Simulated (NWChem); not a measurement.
**BCl2O (SMILES [O]B(Cl)Cl) at UPBE0/pcseg-1**

What is the vertical ionisation energy of BCl2O at UPBE0/pcseg-1? 

The results are computed with NWChem 7.3.0.

### 1 Starting point

BCl2O has 4 atoms, charge 0, and is taken as a doublet. SMILES: `[O]B(Cl)Cl`. The shape is that of a PBE0-D4/def2-TZVP optimisation.

Bond lengths: O1–B2 1.328 Å, B2–Cl3 1.744 Å, B2–Cl4 1.744 Å. Angles: O1–B2–Cl3 117.7°, O1–B2–Cl4 117.7°, Cl3–B2–Cl4 124.6°.

### 2 The energy at UPBE0/pcseg-1

The input, bcl2o.nw:

```
start bcl2o
title "BCl2O PBE0"
memory stack 880 mb heap 220 mb global 1100 mb

geometry noautosym nocenter noautoz
  O        0.159300      -1.173100      -0.780100
  B        0.021500      -0.075700      -0.045700
  Cl      -1.514200       0.187800       0.737800
  Cl       1.388900       1.000900       0.067700
end

basis "ao basis" spherical bse
  * library pcseg-1
end

dft
  xc pbe0
  mult 2
  grid fine
  convergence energy 1e-08
  iterations 100
  mulliken
  noprint "final vectors analysis"
end

task dft
```

Command:

```bash
nwchem bcl2o.nw > bcl2o.out
```

Log:

```text
[...]
          Wavefunction type:  spin polarized.
          No. of atoms     :     4
          No. of electrons :    47
[...]
          Charge           :     0
          Spin multiplicity:     2
[...]
          AO basis - number of functions:    64
[...]
              XC Information
              --------------
                         PBE0 Method XC Functional
                     Hartree-Fock (Exact) Exchange  0.250
          PerdewBurkeErnzerhof Exchange Functional  0.750
            Perdew 1991 LDA Correlation Functional  1.000 local
           PerdewBurkeErnz. Correlation Functional  1.000 non-local
[...]
 d= 0,ls=0.0,diis     1  -1019.9297270982 -1.19D+03  1.13D-02  1.81D-01     1.1
[...]
 d= 0,ls=0.0,diis    12  -1020.0590093118 -1.90D-09  4.25D-07  4.26D-10    10.8
[...]
         Total DFT energy =    -1020.059009311843
      One electron energy =    -1748.369076400878
           Coulomb energy =      625.424506484244
    Exchange-Corr. energy =      -68.728972172111
 Nuclear repulsion energy =      171.614532776901
[...]
      Total Density - Mulliken Population Analysis
     ---------------------------------------------
    Atom       Charge   Shell Charges
 -----------   ------   -------------------------------------------------------
    1 O    8     8.13   2.00  0.96  0.90  2.79  1.48  0.01
    2 B    5     4.53   1.99  0.68  0.02  1.58  0.14  0.11
    3 Cl  17    17.17   2.00  1.99  1.25  0.71  5.99  3.84  1.36  0.03
    4 Cl  17    17.17   2.00  1.99  1.25  0.71  5.99  3.84  1.36  0.03
[...]
      <S2> =      0.7548 (Exact =     0.7500)
[...]
```

It took 12 s on 1 thread of Intel Xeon Platinum 8488C (Sapphire Rapids), shared host; peak memory 0.11 GiB.

### 3 The singlet cation

The input, calc.nw:

```
start calc
title "BCl2O"
memory 2200 mb
charge 1

geometry noautosym nocenter noautoz
  O     0.159300   -1.173100   -0.780100
  B     0.021500   -0.075700   -0.045700
  Cl   -1.514200    0.187800    0.737800
  Cl    1.388900    1.000900    0.067700
end

basis spherical bse
  * library pcseg-1
end

dft
  xc pbe0
  mult 1
  grid fine
  convergence energy 1e-08
  maxiter 100
  mulliken
  noprint "final vectors analysis"
end

task dft energy
```

Command:

```bash
nwchem calc.nw > calc.out
```

Log:

```text
[...]
          Wavefunction type:  closed shell.
          No. of atoms     :     4
          No. of electrons :    46
[...]
          Charge           :     1
          Spin multiplicity:     1
[...]
          AO basis - number of functions:    64
[...]
              XC Information
              --------------
                         PBE0 Method XC Functional
                     Hartree-Fock (Exact) Exchange  0.250
          PerdewBurkeErnzerhof Exchange Functional  0.750
            Perdew 1991 LDA Correlation Functional  1.000 local
           PerdewBurkeErnz. Correlation Functional  1.000 non-local
[...]
 d= 0,ls=0.0,diis     1  -1019.5035715302 -1.19D+03  2.41D-02  9.07D-01     0.9
[...]
 d= 0,ls=0.0,diis    13  -1019.5830054981 -1.21D-09  1.83D-07  2.94D-10     8.6
         Total DFT energy =    -1019.583005498074
      One electron energy =    -1735.529385280250
           Coulomb energy =      612.606183211875
    Exchange-Corr. energy =      -68.274336206600
 Nuclear repulsion energy =      171.614532776901
[...]
      Total Density - Mulliken Population Analysis
     ---------------------------------------------
    Atom       Charge   Shell Charges
 -----------   ------   -------------------------------------------------------
    1 O    8     7.97   2.00  0.99  0.89  2.72  1.37  0.01
    2 B    5     4.48   1.99  0.69  0.00  1.59  0.09  0.12
    3 Cl  17    16.77   2.00  1.99  1.30  0.68  5.99  3.72  1.05  0.03
    4 Cl  17    16.77   2.00  1.99  1.30  0.68  5.99  3.72  1.05  0.03
[...]
```

Run time: 9.3 s. Hardware: 1 thread of Intel Xeon Platinum 8488C (Sapphire Rapids), shared host; peak memory 0.11 GiB.

### 4 What came out

Level: UPBE0/pcseg-1.

```
                                          quantity           value
                       doublet BCl2O: total energy  -1020.05901 Eh
                      doublet BCl2O: dipole moment          0.54 D
                               doublet BCl2O: ⟨S²⟩           0.755
                      singlet cation: total energy  -1019.58301 Eh
vertical ionisation energy (to the singlet cation)       12.953 eV
```

Removing an electron at fixed nuclei costs 12.95 eV (299 kcal/mol). Only the singlet of the ionised species was computed; a triplet could lie lower. Mulliken charges (singlet cation) run from +0.03 on O1 to +0.52 on B2.
